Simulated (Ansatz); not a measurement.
# C₁₂H₁₂Sn: up Jacob's ladder to CCSD(T)

How much do the methods differ for C₁₂H₁₂Sn? The plan is to run it at one geometry with functionals of several rungs and with coupled cluster, and see how far each lands from CCSD(T) at the basis-set limit for the atomisation energy.

Method: functionals in def2-TZVPP, the program's frozen cores in correlated methods; program: Ansatz 0.2.0, Gaussian basis.

Plan: LDA (SPW92), PBE-D4, revPBE-D4, BLYP-D4, r2SCAN-D4, B97M-V, PBE0-D4, B3LYP-D4, r2SCANh-D4, r2SCAN0-D4, HSE06-D4, BHLYP-D4, CAM-B3LYP-D4, LC-ωPBE, ωB97X-V, ωB97M-V, B2PLYP, PBE-QIDH; CCSD(T)/def2-SVP; CCSD(T)/def2-TZVPP; MP2/def2-QZVPP; extrapolation to the limit; RPA on PBE.

**1. Structure used throughout**

An earlier PBE0-D4 in a triple-zeta def2 set relaxation fixed the geometry. Sn takes the def2 core potential; no spin-orbit term is included.

SMILES `c1cc[c]([SnH2][c]2ccccc2)cc1`, 25 atoms, charge 0, spin multiplicity 1.

Atoms are counted from 1 here; the program's logs count them from 0.

Bond lengths: C1–C2 1.387 Å, C1–C13 1.387 Å, C1–H14 1.084 Å, C2–C3 1.388 Å, C2–H15 1.084 Å, C3–C4 1.394 Å, C3–H16 1.086 Å, C4–Sn5 2.132 Å, C4–C12 1.393 Å, Sn5–C6 2.132 Å, Sn5–H17 1.712 Å, Sn5–H18 1.712 Å, C6–C7 1.394 Å, C6–C11 1.393 Å, C7–C8 1.388 Å, C7–H19 1.086 Å, C8–C9 1.387 Å, C8–H20 1.084 Å and more. Angles: C2–C1–C13 119.8°, C2–C1–H14 120.1°, C13–C1–H14 120.1°, C1–C2–C3 120.0°, C1–C2–H15 120.1°, C3–C2–H15 119.9°, C2–C3–C4 120.8°, C2–C3–H16 119.0°, C4–C3–H16 120.2°, C3–C4–Sn5 120.2°, C3–C4–C12 118.6°, Sn5–C4–C12 121.2°, C4–Sn5–C6 107.4°, C4–Sn5–H17 108.0°, C4–Sn5–H18 112.3°, C6–Sn5–H17 112.3°, C6–Sn5–H18 108.0°, H17–Sn5–H18 109.0° and more.

**2. LDA**

This LDA is Slater exchange with PW92 correlation.

in.yaml

```yaml
crystal:
  periodic: [false, false, false]
  atoms:
    - {symbol: C, position_ang: [-3.925391, -0.756389, 0.871082]}
    - {symbol: C, position_ang: [-2.780869, -0.460827, 1.596832]}
    - {symbol: C, position_ang: [-1.529374, -0.655808, 1.030116]}
    - {symbol: C, position_ang: [-1.403257, -1.149365, -0.267379]}
    - {symbol: Sn, position_ang: [0.527734, -1.430676, -1.124973]}
    - {symbol: C, position_ang: [1.752331, 0.192071, -0.483906]}
    - {symbol: C, position_ang: [1.204775, 1.464936, -0.332998]}
    - {symbol: C, position_ang: [1.988817, 2.529205, 0.089198]}
    - {symbol: C, position_ang: [3.333361, 2.333264, 0.367651]}
    - {symbol: C, position_ang: [3.890264, 1.071153, 0.225803]}
    - {symbol: C, position_ang: [3.103052, 0.008598, -0.195763]}
    - {symbol: C, position_ang: [-2.561290, -1.437317, -0.986522]}
    - {symbol: C, position_ang: [-3.814644, -1.244199, -0.422285]}
    - {symbol: H, position_ang: [-4.903771, -0.603781, 1.312609]}
    - {symbol: H, position_ang: [-2.862139, -0.076045, 2.607468]}
    - {symbol: H, position_ang: [-0.644722, -0.411015, 1.610310]}
    - {symbol: H, position_ang: [0.348566, -1.474605, -2.826855]}
    - {symbol: H, position_ang: [1.262207, -2.886996, -0.605266]}
    - {symbol: H, position_ang: [0.152110, 1.634874, -0.538496]}
    - {symbol: H, position_ang: [1.547871, 3.513561, 0.201945]}
    - {symbol: H, position_ang: [3.946866, 3.163833, 0.698157]}
    - {symbol: H, position_ang: [4.940108, 0.912140, 0.446384]}
    - {symbol: H, position_ang: [3.554596, -0.973909, -0.294698]}
    - {symbol: H, position_ang: [-2.493897, -1.813886, -2.002685]}
    - {symbol: H, position_ang: [-4.706503, -1.472917, -0.995327]}
basis:
  gaussian: {orbitals: def2-TZVPP}
hamiltonian: {xc: lda}
output: {orbitals: {seedname: orbitals}}
```

Launch:

```console
ansatz run in.yaml --threads 11 --pin off --events-out ev --progress --plain --max-ram 166912MiB --backend cuda --devices 0, --max-vram 75GiB
```

After this run come: PBE-D4 (GGA); revPBE-D4 (GGA); BLYP-D4 (GGA); r2SCAN-D4 (meta-GGA); B97M-V (meta-GGA); PBE0-D4 (hybrid); B3LYP-D4 (hybrid); r2SCANh-D4 (hybrid); r2SCAN0-D4 (hybrid); HSE06-D4 (hybrid); BHLYP-D4 (hybrid); CAM-B3LYP-D4 (range-separated); LC-ωPBE (range-separated); ωB97X-V (range-separated); ωB97M-V (range-separated); B2PLYP (double hybrid); PBE-QIDH (double hybrid); CCSD(T) in def2-SVP; CCSD(T) in def2-TZVPP; MP2 in def2-QZVPP; RPA on PBE orbitals.

**Question.** What will the summary of the whole plan be? Wanted: atomisation energy, CCSD(T)/CBS; farthest beyond LDA; mean size of error, GGA; mean size of error, meta-GGA; mean size of error, hybrid; mean size of error, range-separated; mean size of error, double hybrid; gap, smallest and largest; T1 diagnostic.

**Answer**, as computed:

```
                                quantity                                                     value
         atomisation energy, CCSD(T)/CBS                                           2757.3 kcal/mol
functionals within 13.8 kcal/mol (0.5 %)  BLYP-D4, B3LYP-D4, r2SCANh-D4, LC-ωPBE, ωB97X-V, ωB97M-V
                     farthest beyond LDA                                  PBE-D4 (+102.1 kcal/mol)
                 mean size of error, GGA                                             47.3 kcal/mol
            mean size of error, meta-GGA                                             23.5 kcal/mol
              mean size of error, hybrid                                             34.9 kcal/mol
     mean size of error, range-separated                                              9.0 kcal/mol
       mean size of error, double hybrid                                             19.5 kcal/mol
               gap, smallest and largest                 4.75 eV (LDA (SPW92)), 11.17 eV (LC-ωPBE)
                           T1 diagnostic                                                    0.0115
 triples share of the correlation energy                                                     5.0 %
```

What this shows: The LDA atomisation energy is off by 431.8 kcal/mol (16 %): it overbinds. PBE-D4 misses by +102.1 kcal/mol. Double hybrids carry the basis error of their MP2 part in triple zeta, and no dispersion term here, so their miss is partly the set-up's. Taken by rung, range-separated functionals do best (9.0 kcal/mol on average) and GGA ones worst beyond LDA (47.3 kcal/mol). The reference freezes the cores and leaves out spin-orbit coupling and excitations past (T), so misses under about 13.8 kcal/mol can't be ranked. All levels share the lack of spin-orbit coupling, which lowers the free heavy atoms and so the true binding. Hartree-Fock recovers 74 % of the binding; the rest is correlation. CCSD(T) in def2-SVP is off by -101.8 kcal/mol, more than most functionals: a good method in a small basis is no reference. The gap grows from 4.7 to 11.2 eV across the functionals, mostly with the share of exact exchange. The restricted reference is unstable towards a spin-broken one. Correlated methods include outer-core shells of Sn, which these sets cover unevenly.
